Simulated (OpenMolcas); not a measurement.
# Os⁵⁺ among point charges: CASSCF and CASPT2 levels and susceptibility

Aim: the splitting of the states of Os⁵⁺ in the field of 3 point charges, its lowest levels with spin-orbit coupling and its magnetic susceptibility.

Method: state-averaged CASSCF and CASPT2, spin-orbit coupling by RASSI with atomic mean-field integrals. Code: OpenMolcas 26.06.

**1. The system**

* Species: Os⁵⁺ (osmium, Z = 76, 71 electrons)
* Basis: ANO-RCC-VDZP [7s6p4d2f1g], 68 functions
* Scalar Hamiltonian: DKH2, point nucleus
* Inactive shells: 1s 2s 2p 3s 3p 3d 4s 4p 4d 4f 5s 5p
* Active space: 3 electrons in 5 orbitals (5d)
* Some configurations of this space: 5d³
* Orbitals: optimised for each spin and parity, averaged over all roots

The outer shells:

5d3
```
5d [↑ ][↑ ][↑ ][  ][  ]
```

The ion sits among 3 point charges of -1 e arranged as a planar triangle (D3h), 2.19 Å from the ion.

The work runs as a chain of OpenMolcas steps in one folder; each step below is one input file. Labels, J, g values, rates, χT and fits are worked out afterwards by a script from the matrices that RASSI stores.

**2. Basis and integrals**

Contents of a.inp:

```
&GATEWAY
Coord
1

Os 0.0 0.0 0.0
Basis=ANO-RCC-VDZP
Group=NoSym
NoMove
AngMom=0.0 0.0 0.0
AMFI
XField
3 Angstrom 0
2.190000 0.000000 0.000000 -1.000000
-1.095000 1.896596 0.000000 -1.000000
-1.095000 -1.896596 0.000000 -1.000000
&SEWARD
```

On the command line:

```sh
$ OMP_NUM_THREADS=1 MOLCAS_MEM=1689 MOLCAS_PROJECT=a pymolcas a.inp > a.log
```

**3. CASSCF: quartets, 10 roots**

Contents of a.inp:

```
&RASSCF
FileOrb=start.orb
Symmetry=1
Spin=4
nActEl=3 0 0
Inactive=34
Ras2=5
CIRoot=10 10 1
SDav=10
CIMx=300
Iter=120 100
PrWF=0.3
OrbListing=Nothing
MaxOrb=0
>>> COPY $Project.JobIph JOB001
```

start.orb holds the contracted functions of the basis, ordered by shell, or the orbitals of the step before.

**4. Reference wave functions, doublets, 40 roots**

Contents of a.inp:

```
&RASSCF
FileOrb=start.orb
Symmetry=1
Spin=2
nActEl=3 0 0
Inactive=34
Ras2=5
CIRoot=40 40 1
SDav=40
CIMx=300
Iter=120 100
PrWF=0.3
OrbListing=Nothing
MaxOrb=0
>>> COPY $Project.JobIph JOB002
```

**5. RASSI: spin-orbit coupling between the states**

Contents of a.inp:

```
&RASSI
NrOfJobIphs=2 10 40
1 2 3 4 5 6 7 8 9 10
1 2 3 4 5 6 7 8 9 10 11 12 13 14 15 16 17 18 19 20 21 22 23 24 25 26 27
28 29 30 31 32 33 34 35 36 37 38 39 40
IphNames
JOB001
JOB002
EJob
SpinOrbit
DIPRint=1.0
SOCoupling=1000.0
Subsets=2
Property=9
'ANGMOM' 1 'ANGMOM' 2 'ANGMOM' 3 'MLTPL  1' 1 'MLTPL  1' 2 'MLTPL  1' 3
'AMFI' 1 'AMFI' 2 'AMFI' 3
SOProperty=3
'ANGMOM' 1 'ANGMOM' 2 'ANGMOM' 3
```

**6. CASPT2: IPEA 0.25, imaginary shift 0.1 (closed shells correlated: 4f 5s 5p)**

Contents of a.inp:

```
>>> COPY JOB001 $Project.JobIph
&CASPT2
Multistate=10 1 2 3 4 5 6 7 8 9 10
NoMult
Frozen=23
IPEA=0.25
Imaginary=0.1
MaxIter=60
WThr=0.0 0.3 0.05
PrWF=0.5
NoMix
>>> COPY JOB002 $Project.JobIph
&CASPT2
Multistate=40 1 2 3 4 5 6 7 8 9 10 11 12 13 14 15 16 17 18 19 20 21 22
23 24 25 26 27 28 29 30 31 32 33 34 35 36 37 38 39 40
NoMult
Frozen=23
IPEA=0.25
Imaginary=0.1
MaxIter=60
WThr=0.0 0.3 0.05
PrWF=0.5
NoMix
```

(Steps that only read results are left out.)

Q: Predict the outcome of this session. Wanted: spin-free ground state; first state of the same spin within the active space; lowest level; next level.

**Answer**, as computed:

| quantity | value |
| --- | --- |
| method | SS-CASPT2, IPEA 0.25, imaginary shift 0.1 (closed shells correlated: 4f 5s 5p) |
| spin-free ground state | 4A1, 1-fold in its orbital part |
| first state of the same spin within the active space | 4A2 at 0.88 cm⁻¹ |
| lowest level | 2-fold E3/2, g = 0.00, 0.00, 1.42 |
| next level | 1883.9 cm⁻¹ |
| χT at 300 K | 0.09 cm³ K/mol |
| effective moment at 300 K | 0.85 μB |

Cost by method:

| method | time of its own steps | time with the reference |
| --- | --- | --- |
| A. CASSCF | 14 s | 14 s |
| B. SS-CASPT2, IPEA 0.25, imaginary shift 0.1, +4f 5s 5p | 18 s | 32 s |

Times are of one thread on a shared host.

**Reading.** The spin-free ground state (4A1) comes to 100 % from free-ion F terms and keeps the highest spin of the shell. χT at 300 K is 0.09, against 1.88 cm³ K/mol for the spin alone, so spin-orbit coupling lowers it. CASPT2 does not keep the components of a term degenerate, and the means are used. The field of point charges can differ much from that of real complexes. This is an electrostatic model: the charges have no orbitals.
